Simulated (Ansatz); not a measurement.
# GeNH₂ (quartet): wB97M-V, B2PLYP, RPA-PBE over vertical spin and charge gaps and displaced geometries, cc-pVDZ

Aim: run GeNH₂ (quartet) with these functionals over vertical spin and charge gaps and displaced geometries, and hold them against the top wave-function level at the same points.

The runs use Ansatz 0.2.0, Gaussian basis; cc-pVDZ, all electrons in the functionals, frozen cores in the correlation of double hybrids and RPA.

To be run: wB97M-V, B2PLYP, RPA-PBE, at charge 0, quartet; charge 0, doublet; charge 0, sextet; charge 1, triplet; charge 1, quintet; displaced geometry v1; displaced geometry v2.

23 further runs of the same task are left out: 2 for a known fault of the program, 9 that didn't finish, 12 set aside as unsound or not needed.

### Step 1. The system

The geometry is a PBE0/def2-TZVP stationary point (not a proven minimum). No spin-orbit coupling is included. The filled d shell of Ge may be among the frozen orbitals whatever the setting's name suggests; the logs give the count.

4 atoms, charge 0, spin multiplicity 4.

Atoms are counted from 1 here; the program's logs count them from 0.

Bond lengths: Ge1–N2 1.931 Å, Ge1–H3 1.558 Å, N2–H4 1.027 Å. Angles: N2–Ge1–H3 110.8°, Ge1–N2–H4 110.3°.

No dispersion term is added; wB97M-V holds VV10 nonlocal correlation.

The geometry shown and the zero of energy belong to the point charge 0, quartet. The yardstick, UCCSDT(Q), and other wave-function levels (R restricted, U unrestricted, valence and pair active spaces) come from earlier runs.

### Step 2. wB97M-V, charge 0, quartet

in.yaml

```yaml
crystal:
  periodic: [false, false, false]
  atoms:
    - {symbol: Ge, position_ang: [0.002496, 0.044611, 0.321966]}
    - {symbol: N, position_ang: [-0.074202, -0.171566, -1.595492]}
    - {symbol: H, position_ang: [0.284433, -1.318092, 1.022012]}
    - {symbol: H, position_ang: [0.566824, 0.487213, -2.053874]}
basis:
  gaussian: {orbitals: cc-pVDZ}
magnetization: {spin_polarized: true, initial_magnetization: 3}
hamiltonian: {xc: {name: wB97M-V}}
output: {forces: true, orbitals: {seedname: orbitals}}
```

Run with:

```bash
$ ansatz run in.yaml --threads 1 --pin off --events-out ev --progress --plain --max-ram 2393MiB
```

Output, shortened:

```text
Functional definition: wB97M-V
  name "wB97M-V"
  cite "Mardirossian & Head-Gordon, J. Chem. Phys. 144, 214110 (2016) doi:10.1063/1.4952647"
  cite "Becke, J. Chem. Phys. 107, 8554 (1997) doi:10.1063/1.475007"
  cite "Vydrov & Van Voorhis, J. Chem. Phys. 133, 244103 (2010) doi:10.1063/1.3521275"
  # Of w^i u^j: cxij and so on, Table III.
[...]
  gx(w, u) = 1 - cx + cx01*u + cx10*w
  gss(w, u) = css00 + css04*u^4 + css10*w + css20*w^2 + css43*w^4*u^3
  gos(w, u) = cos00 + cos10*w + (cos20 + cos21*u)*w^2 + (cos60 + cos61*u)*w^6
[...]
      + integral(e_c_pw_mod_opposite_spin*gos(b97_w_opposite, b97_u_opposite)) + vv10(b, c)
551 factors; integrals over basis functions are off by at most 1.1e-3 eV
152 factors; integrals over basis functions are off by at most 4.5e-6 eV
[...]
mean field -58031.60775552 eV, -2132.6222497790 hartree, gradient 5.8e-5 eV, S^2 3.760399; 2 other end points of the search recorded, 0 dependent functions left out
[...]
reference -58031.60778552 eV, -2132.6222508813 hartree; 22, 19 occupied and 29, 32 virtual orbitals, 551 factors
Total energy: -58031.60778552 eV, -2132.6222508813 hartree
Atom 0 at     0.002496     0.044611     0.321966 Å, force     0.011228     0.067476     0.280260 eV/Å
Atom 1 at    -0.074202    -0.171566    -1.595492 Å, force    -0.240706    -0.285716    -0.120893 eV/Å
Atom 2 at     0.284433    -1.318092     1.022012 Å, force     0.003297    -0.009120    -0.025315 eV/Å
Atom 3 at     0.566824     0.487213    -2.053874 Å, force     0.226181     0.227360    -0.134051 eV/Å
Dipole moment:     0.148680     0.207340    -0.041772 e Å
```

Wall time 16 s (1 thread of Intel Xeon at 2.50GHz, shared host).

From the report: ⟨S²⟩ of the determinant 3.760 (pure quartet: 3.75).

### Step 3. wB97M-V, charge 0, doublet

Edit in.yaml of step 2 so:

```diff
@@ -9,3 +9,3 @@
   gaussian: {orbitals: cc-pVDZ}
-magnetization: {spin_polarized: true, initial_magnetization: 3}
+magnetization: {spin_polarized: true, initial_magnetization: 1}
 hamiltonian: {xc: {name: wB97M-V}}
```

Same command.

Output, shortened:

```text
Functional definition: wB97M-V
  name "wB97M-V"
  cite "Mardirossian & Head-Gordon, J. Chem. Phys. 144, 214110 (2016) doi:10.1063/1.4952647"
  cite "Becke, J. Chem. Phys. 107, 8554 (1997) doi:10.1063/1.475007"
  cite "Vydrov & Van Voorhis, J. Chem. Phys. 133, 244103 (2010) doi:10.1063/1.3521275"
  # Of w^i u^j: cxij and so on, Table III.
[...]
  gx(w, u) = 1 - cx + cx01*u + cx10*w
  gss(w, u) = css00 + css04*u^4 + css10*w + css20*w^2 + css43*w^4*u^3
  gos(w, u) = cos00 + cos10*w + (cos20 + cos21*u)*w^2 + (cos60 + cos61*u)*w^6
[...]
      + integral(e_c_pw_mod_opposite_spin*gos(b97_w_opposite, b97_u_opposite)) + vv10(b, c)
551 factors; integrals over basis functions are off by at most 1.1e-3 eV
152 factors; integrals over basis functions are off by at most 4.5e-6 eV
[...]
mean field -58033.34374932 eV, -2132.6860463743 hartree, gradient 4.6e-5 eV, S^2 0.800904; 4 other end points of the search recorded, 0 dependent functions left out
[...]
reference -58033.34378016 eV, -2132.6860475078 hartree; 21, 20 occupied and 30, 31 virtual orbitals, 551 factors
Total energy: -58033.34378016 eV, -2132.6860475078 hartree
Atom 0 at     0.002496     0.044611     0.321966 Å, force    -0.221256     0.789756    -2.253656 eV/Å
Atom 1 at    -0.074202    -0.171566    -1.595492 Å, force     0.117519    -0.367774     2.717796 eV/Å
Atom 2 at     0.284433    -1.318092     1.022012 Å, force     0.024525    -0.659181    -0.262082 eV/Å
Atom 3 at     0.566824     0.487213    -2.053874 Å, force     0.079211     0.237198    -0.202058 eV/Å
Dipole moment:     0.245597     0.098298     0.177315 e Å
```

Run time: 17 s. Hardware: 1 thread of Intel Xeon at 2.50GHz, shared host.

From the report: ⟨S²⟩ of the determinant 0.801 (pure doublet: 0.75).

From charge 0, quartet: -167.5 kJ/mol.

### Step 4. wB97M-V, charge 0, sextet

Edit in.yaml of step 3 so:

```diff
@@ -9,4 +9,4 @@
   gaussian: {orbitals: cc-pVDZ}
-magnetization: {spin_polarized: true, initial_magnetization: 1}
+magnetization: {spin_polarized: true, initial_magnetization: 5}
 hamiltonian: {xc: {name: wB97M-V}}
-output: {forces: true, orbitals: {seedname: orbitals}}
+output: {orbitals: {seedname: orbitals}}
```

Launched as before.

Output, shortened:

```text
Functional definition: wB97M-V
  name "wB97M-V"
  cite "Mardirossian & Head-Gordon, J. Chem. Phys. 144, 214110 (2016) doi:10.1063/1.4952647"
  cite "Becke, J. Chem. Phys. 107, 8554 (1997) doi:10.1063/1.475007"
  cite "Vydrov & Van Voorhis, J. Chem. Phys. 133, 244103 (2010) doi:10.1063/1.3521275"
  # Of w^i u^j: cxij and so on, Table III.
[...]
  gx(w, u) = 1 - cx + cx01*u + cx10*w
  gss(w, u) = css00 + css04*u^4 + css10*w + css20*w^2 + css43*w^4*u^3
  gos(w, u) = cos00 + cos10*w + (cos20 + cos21*u)*w^2 + (cos60 + cos61*u)*w^6
[...]
      + integral(e_c_pw_mod_opposite_spin*gos(b97_w_opposite, b97_u_opposite)) + vv10(b, c)
551 factors; integrals over basis functions are off by at most 1.1e-3 eV
152 factors; integrals over basis functions are off by at most 4.5e-6 eV
[...]
mean field -58025.07042192 eV, -2132.3820072004 hartree, gradient 5.0e-5 eV, S^2 8.755744; 2 other end points of the search recorded, 0 dependent functions left out
reference -58025.07045175 eV, -2132.3820082963 hartree; 23, 18 occupied and 28, 33 virtual orbitals, 551 factors
Total energy: -58025.07045175 eV, -2132.3820082963 hartree
```

Wall time 13 s (1 thread of Intel Xeon at 2.50GHz, shared host).

From the report: ⟨S²⟩ of the determinant 8.756 (pure sextet: 8.75).

From charge 0, quartet: +630.8 kJ/mol.

### Step 5. wB97M-V, charge 1, triplet

Edit in.yaml of step 4 so:

```diff
@@ -9,3 +9,4 @@
   gaussian: {orbitals: cc-pVDZ}
-magnetization: {spin_polarized: true, initial_magnetization: 5}
+total_charge: 1
+magnetization: {spin_polarized: true, initial_magnetization: 2}
 hamiltonian: {xc: {name: wB97M-V}}
```

Launched as before.

Output, shortened:

```text
Functional definition: wB97M-V
  name "wB97M-V"
  cite "Mardirossian & Head-Gordon, J. Chem. Phys. 144, 214110 (2016) doi:10.1063/1.4952647"
  cite "Becke, J. Chem. Phys. 107, 8554 (1997) doi:10.1063/1.475007"
  cite "Vydrov & Van Voorhis, J. Chem. Phys. 133, 244103 (2010) doi:10.1063/1.3521275"
  # Of w^i u^j: cxij and so on, Table III.
[...]
  gx(w, u) = 1 - cx + cx01*u + cx10*w
  gss(w, u) = css00 + css04*u^4 + css10*w + css20*w^2 + css43*w^4*u^3
  gos(w, u) = cos00 + cos10*w + (cos20 + cos21*u)*w^2 + (cos60 + cos61*u)*w^6
[...]
      + integral(e_c_pw_mod_opposite_spin*gos(b97_w_opposite, b97_u_opposite)) + vv10(b, c)
551 factors; integrals over basis functions are off by at most 1.1e-3 eV
152 factors; integrals over basis functions are off by at most 4.5e-6 eV
[...]
mean field -58024.44763191 eV, -2132.3591200895 hartree, gradient 7.6e-5 eV, S^2 2.021679; 2 other end points of the search recorded, 0 dependent functions left out
reference -58024.44766295 eV, -2132.3591212302 hartree; 21, 19 occupied and 30, 32 virtual orbitals, 551 factors
Total energy: -58024.44766295 eV, -2132.3591212302 hartree
```

It took 13 s on 1 thread of Intel Xeon at 2.50GHz, shared host.

From the report: ⟨S²⟩ of the determinant 2.022 (pure triplet: 2.00).

From charge 0, quartet: +690.8 kJ/mol.

### Step 6. wB97M-V, charge 1, quintet

Edit in.yaml of step 5 so:

```diff
@@ -10,3 +10,3 @@
 total_charge: 1
-magnetization: {spin_polarized: true, initial_magnetization: 2}
+magnetization: {spin_polarized: true, initial_magnetization: 4}
 hamiltonian: {xc: {name: wB97M-V}}
```

Same command.

Output, shortened:

```text
Functional definition: wB97M-V
  name "wB97M-V"
  cite "Mardirossian & Head-Gordon, J. Chem. Phys. 144, 214110 (2016) doi:10.1063/1.4952647"
  cite "Becke, J. Chem. Phys. 107, 8554 (1997) doi:10.1063/1.475007"
  cite "Vydrov & Van Voorhis, J. Chem. Phys. 133, 244103 (2010) doi:10.1063/1.3521275"
  # Of w^i u^j: cxij and so on, Table III.
[...]
  gx(w, u) = 1 - cx + cx01*u + cx10*w
  gss(w, u) = css00 + css04*u^4 + css10*w + css20*w^2 + css43*w^4*u^3
  gos(w, u) = cos00 + cos10*w + (cos20 + cos21*u)*w^2 + (cos60 + cos61*u)*w^6
[...]
      + integral(e_c_pw_mod_opposite_spin*gos(b97_w_opposite, b97_u_opposite)) + vv10(b, c)
551 factors; integrals over basis functions are off by at most 1.1e-3 eV
152 factors; integrals over basis functions are off by at most 4.5e-6 eV
[...]
mean field -58020.98724345 eV, -2132.2319531590 hartree, gradient 3.8e-5 eV, S^2 6.008030; 0 other end points of the search recorded, 0 dependent functions left out
reference -58020.98727291 eV, -2132.2319542416 hartree; 22, 18 occupied and 29, 33 virtual orbitals, 551 factors
Total energy: -58020.98727291 eV, -2132.2319542416 hartree
```

Wall time 12 s (1 thread of Intel Xeon at 2.50GHz, shared host).

From the report: ⟨S²⟩ of the determinant 6.008 (pure quintet: 6.00).

From charge 0, quartet: +1024.7 kJ/mol.

### Step 7. wB97M-V, displaced geometry v1

in.yaml

```yaml
crystal:
  periodic: [false, false, false]
  atoms:
    - {symbol: Ge, position_ang: [0.002724, 0.046894, 0.324612]}
    - {symbol: N, position_ang: [-0.074807, -0.185426, -1.603999]}
    - {symbol: H, position_ang: [0.331792, -1.272642, 0.970892]}
    - {symbol: H, position_ang: [0.511406, 0.469849, -2.075192]}
basis:
  gaussian: {orbitals: cc-pVDZ}
magnetization: {spin_polarized: true, initial_magnetization: 3}
hamiltonian: {xc: {name: wB97M-V}}
output: {forces: true, orbitals: {seedname: orbitals}}
```

Launched as before.

Output, shortened:

```text
Functional definition: wB97M-V
  name "wB97M-V"
  cite "Mardirossian & Head-Gordon, J. Chem. Phys. 144, 214110 (2016) doi:10.1063/1.4952647"
  cite "Becke, J. Chem. Phys. 107, 8554 (1997) doi:10.1063/1.475007"
  cite "Vydrov & Van Voorhis, J. Chem. Phys. 133, 244103 (2010) doi:10.1063/1.3521275"
  # Of w^i u^j: cxij and so on, Table III.
[...]
  gx(w, u) = 1 - cx + cx01*u + cx10*w
  gss(w, u) = css00 + css04*u^4 + css10*w + css20*w^2 + css43*w^4*u^3
  gos(w, u) = cos00 + cos10*w + (cos20 + cos21*u)*w^2 + (cos60 + cos61*u)*w^6
[...]
      + integral(e_c_pw_mod_opposite_spin*gos(b97_w_opposite, b97_u_opposite)) + vv10(b, c)
551 factors; integrals over basis functions are off by at most 9.8e-4 eV
152 factors; integrals over basis functions are off by at most 4.0e-6 eV
[...]
mean field -58031.55692850 eV, -2132.6203819203 hartree, gradient 3.8e-5 eV, S^2 3.760673; 2 other end points of the search recorded, 0 dependent functions left out
[...]
reference -58031.55695847 eV, -2132.6203830217 hartree; 22, 19 occupied and 29, 32 virtual orbitals, 551 factors
Total energy: -58031.55695847 eV, -2132.6203830217 hartree
Atom 0 at     0.002724     0.046894     0.324612 Å, force    -0.160007     0.768713    -0.381029 eV/Å
Atom 1 at    -0.074807    -0.185426    -1.603999 Å, force    -1.043488    -1.167521     0.743409 eV/Å
Atom 2 at     0.331792    -1.272642     0.970892 Å, force     0.184506    -0.760290     0.399019 eV/Å
Atom 3 at     0.511406     0.469849    -2.075192 Å, force     1.018990     1.159098    -0.761399 eV/Å
Dipole moment:     0.139419     0.201056    -0.034706 e Å
```

Run time: 16 s. Hardware: 1 thread of Intel Xeon at 2.50GHz, shared host.

From the report: ⟨S²⟩ of the determinant 3.761 (pure quartet: 3.75).

From charge 0, quartet: +4.9 kJ/mol.

### Step 8. wB97M-V, displaced geometry v2

in.yaml

```yaml
crystal:
  periodic: [false, false, false]
  atoms:
    - {symbol: Ge, position_ang: [0.029604, 0.044463, 0.319850]}
    - {symbol: N, position_ang: [-0.211968, -0.163340, -1.586014]}
    - {symbol: H, position_ang: [0.223287, -1.342290, 1.023310]}
    - {symbol: H, position_ang: [0.588787, 0.407746, -2.034362]}
basis:
  gaussian: {orbitals: cc-pVDZ}
magnetization: {spin_polarized: true, initial_magnetization: 3}
hamiltonian: {xc: {name: wB97M-V}}
output: {forces: true, orbitals: {seedname: orbitals}}
```

The command is unchanged.

Output, shortened:

```text
Functional definition: wB97M-V
  name "wB97M-V"
  cite "Mardirossian & Head-Gordon, J. Chem. Phys. 144, 214110 (2016) doi:10.1063/1.4952647"
  cite "Becke, J. Chem. Phys. 107, 8554 (1997) doi:10.1063/1.475007"
  cite "Vydrov & Van Voorhis, J. Chem. Phys. 133, 244103 (2010) doi:10.1063/1.3521275"
  # Of w^i u^j: cxij and so on, Table III.
[...]
  gx(w, u) = 1 - cx + cx01*u + cx10*w
  gss(w, u) = css00 + css04*u^4 + css10*w + css20*w^2 + css43*w^4*u^3
  gos(w, u) = cos00 + cos10*w + (cos20 + cos21*u)*w^2 + (cos60 + cos61*u)*w^6
[...]
      + integral(e_c_pw_mod_opposite_spin*gos(b97_w_opposite, b97_u_opposite)) + vv10(b, c)
553 factors; integrals over basis functions are off by at most 1.2e-3 eV
152 factors; integrals over basis functions are off by at most 5.4e-6 eV
[...]
mean field -58031.56747119 eV, -2132.6207693569 hartree, gradient 6.8e-5 eV, S^2 3.760347; 0 other end points of the search recorded, 0 dependent functions left out
[...]
reference -58031.56750116 eV, -2132.6207704585 hartree; 22, 19 occupied and 29, 32 virtual orbitals, 553 factors
Total energy: -58031.56750116 eV, -2132.6207704585 hartree
Atom 0 at     0.029604     0.044463     0.319850 Å, force    -0.006732    -0.102195     0.449002 eV/Å
Atom 1 at    -0.211968    -0.163340    -1.586014 Å, force     1.183907     0.832941    -0.869712 eV/Å
Atom 2 at     0.223287    -1.342290     1.023310 Å, force    -0.014299     0.106178    -0.070828 eV/Å
Atom 3 at     0.588787     0.407746    -2.034362 Å, force    -1.162877    -0.836924     0.491538 eV/Å
Dipole moment:     0.189212     0.184875    -0.029660 e Å
```

Run time: 15 s. Hardware: 1 thread of Intel Xeon at 2.50GHz, shared host.

From the report: ⟨S²⟩ of the determinant 3.760 (pure quartet: 3.75).

From charge 0, quartet: +3.9 kJ/mol.

### Step 9. B2PLYP, charge 0, quartet

in.yaml

```yaml
crystal:
  periodic: [false, false, false]
  atoms:
    - {symbol: Ge, position_ang: [0.002496, 0.044611, 0.321966]}
    - {symbol: N, position_ang: [-0.074202, -0.171566, -1.595492]}
    - {symbol: H, position_ang: [0.284433, -1.318092, 1.022012]}
    - {symbol: H, position_ang: [0.566824, 0.487213, -2.053874]}
basis:
  gaussian: {orbitals: cc-pVDZ}
magnetization: {spin_polarized: true, initial_magnetization: 3}
hamiltonian: {xc: {name: B2PLYP}}
correlation: {electrons: outside_noble_gas}
```

Same command.

Output, shortened:

```text
Functional definition: B2PLYP
  name "B2PLYP"
  cite "Grimme, J. Chem. Phys. 124, 034108 (2006) doi:10.1063/1.2148954"
  cite "Becke, Phys. Rev. A 38, 3098 (1988) doi:10.1103/PhysRevA.38.3098"
  cite "Lee, Yang & Parr, Phys. Rev. B 37, 785 (1988) doi:10.1103/PhysRevB.37.785"
[...]
551 factors; integrals over basis functions are off by at most 1.1e-3 eV
[...]
mean field -58020.77414413 eV, -2132.2241219036 hartree, gradient 6.2e-6 eV, S^2 3.767533; 2 other end points of the search recorded, 0 dependent functions left out
15 core orbitals not correlated: weight in the atoms' cores, before any rotation towards them, 0.997 or more for the frozen orbitals, at most 0.002 for the correlated occupied ones
reference -58020.77426507 eV, -2132.2241263480 hartree; 7, 4 occupied and 29, 32 virtual orbitals, 551 factors
second order -6.69919152 eV of doubles, -0.00000000 eV of singles
Total energy: -58022.58304678 eV, -2132.2905978499 hartree
```

Run time: 5.5 s. Hardware: 1 thread of Intel Xeon at 2.50GHz, shared host.

From the report: ⟨S²⟩ of the determinant 3.768 (pure quartet: 3.75).

### Step 10. B2PLYP, charge 0, doublet

Edit in.yaml of step 9 so:

```diff
@@ -9,3 +9,3 @@
   gaussian: {orbitals: cc-pVDZ}
-magnetization: {spin_polarized: true, initial_magnetization: 3}
+magnetization: {spin_polarized: true, initial_magnetization: 1}
 hamiltonian: {xc: {name: B2PLYP}}
```

The command is unchanged.

Output, shortened:

```text
Functional definition: B2PLYP
  name "B2PLYP"
  cite "Grimme, J. Chem. Phys. 124, 034108 (2006) doi:10.1063/1.2148954"
  cite "Becke, Phys. Rev. A 38, 3098 (1988) doi:10.1103/PhysRevA.38.3098"
  cite "Lee, Yang & Parr, Phys. Rev. B 37, 785 (1988) doi:10.1103/PhysRevB.37.785"
[...]
551 factors; integrals over basis functions are off by at most 1.1e-3 eV
[...]
mean field -58022.22853839 eV, -2132.2775699067 hartree, gradient 7.7e-6 eV, S^2 0.858239; 4 other end points of the search recorded, 0 dependent functions left out
15 core orbitals not correlated: weight in the atoms' cores, before any rotation towards them, 0.998 or more for the frozen orbitals, at most 0.002 for the correlated occupied ones
reference -58022.22866189 eV, -2132.2775744454 hartree; 6, 5 occupied and 30, 31 virtual orbitals, 551 factors
second order -7.69371032 eV of doubles, -0.00000000 eV of singles
Total energy: -58024.30596368 eV, -2132.3539138780 hartree
```

Run time: 8.5 s. Hardware: 1 thread of Intel Xeon at 2.50GHz, shared host.

From the report: ⟨S²⟩ of the determinant 0.858 (pure doublet: 0.75).

From charge 0, quartet: -166.2 kJ/mol.

### Step 11. B2PLYP, charge 0, sextet

Edit in.yaml of step 10 so:

```diff
@@ -9,3 +9,3 @@
   gaussian: {orbitals: cc-pVDZ}
-magnetization: {spin_polarized: true, initial_magnetization: 1}
+magnetization: {spin_polarized: true, initial_magnetization: 5}
 hamiltonian: {xc: {name: B2PLYP}}
```

Same command.

Output, shortened:

```text
Functional definition: B2PLYP
  name "B2PLYP"
  cite "Grimme, J. Chem. Phys. 124, 034108 (2006) doi:10.1063/1.2148954"
  cite "Becke, Phys. Rev. A 38, 3098 (1988) doi:10.1103/PhysRevA.38.3098"
  cite "Lee, Yang & Parr, Phys. Rev. B 37, 785 (1988) doi:10.1103/PhysRevB.37.785"
[...]
551 factors; integrals over basis functions are off by at most 1.1e-3 eV
[...]
mean field -58014.58656916 eV, -2131.9967327176 hartree, gradient 4.8e-6 eV, S^2 8.758822; 2 other end points of the search recorded, 0 dependent functions left out
15 core orbitals not correlated: weight in the atoms' cores, before any rotation towards them, 0.995 or more for the frozen orbitals, at most 0.004 for the correlated occupied ones
reference -58014.58668927 eV, -2131.9967371313 hartree; 8, 3 occupied and 28, 33 virtual orbitals, 551 factors
second order -5.69811438 eV of doubles, -0.00000000 eV of singles
Total energy: -58016.12518015 eV, -2132.0532756283 hartree
```

It took 4.5 s on 1 thread of Intel Xeon at 2.50GHz, shared host.

From the report: ⟨S²⟩ of the determinant 8.759 (pure sextet: 8.75).

From charge 0, quartet: +623.1 kJ/mol.

### Step 12. B2PLYP, charge 1, triplet

Edit in.yaml of step 11 so:

```diff
@@ -9,3 +9,4 @@
   gaussian: {orbitals: cc-pVDZ}
-magnetization: {spin_polarized: true, initial_magnetization: 5}
+total_charge: 1
+magnetization: {spin_polarized: true, initial_magnetization: 2}
 hamiltonian: {xc: {name: B2PLYP}}
```

Launched as before.

Output, shortened:

```text
Functional definition: B2PLYP
  name "B2PLYP"
  cite "Grimme, J. Chem. Phys. 124, 034108 (2006) doi:10.1063/1.2148954"
  cite "Becke, Phys. Rev. A 38, 3098 (1988) doi:10.1103/PhysRevA.38.3098"
  cite "Lee, Yang & Parr, Phys. Rev. B 37, 785 (1988) doi:10.1103/PhysRevB.37.785"
[...]
551 factors; integrals over basis functions are off by at most 1.1e-3 eV
[...]
mean field -58013.71719201 eV, -2131.9647836967 hartree, gradient 3.8e-6 eV, S^2 2.041469; 4 other end points of the search recorded, 0 dependent functions left out
15 core orbitals not correlated: weight in the atoms' cores, before any rotation towards them, 0.998 or more for the frozen orbitals, at most 0.002 for the correlated occupied ones
reference -58013.71730592 eV, -2131.9647878825 hartree; 6, 4 occupied and 30, 32 virtual orbitals, 551 factors
second order -6.46913366 eV of doubles, -0.00000000 eV of singles
Total energy: -58015.46397200 eV, -2132.0289766773 hartree
```

Wall time 8 s (1 thread of Intel Xeon at 2.50GHz, shared host).

From the report: ⟨S²⟩ of the determinant 2.041 (pure triplet: 2.00).

From charge 0, quartet: +686.9 kJ/mol.

[end of part 1 of 2]
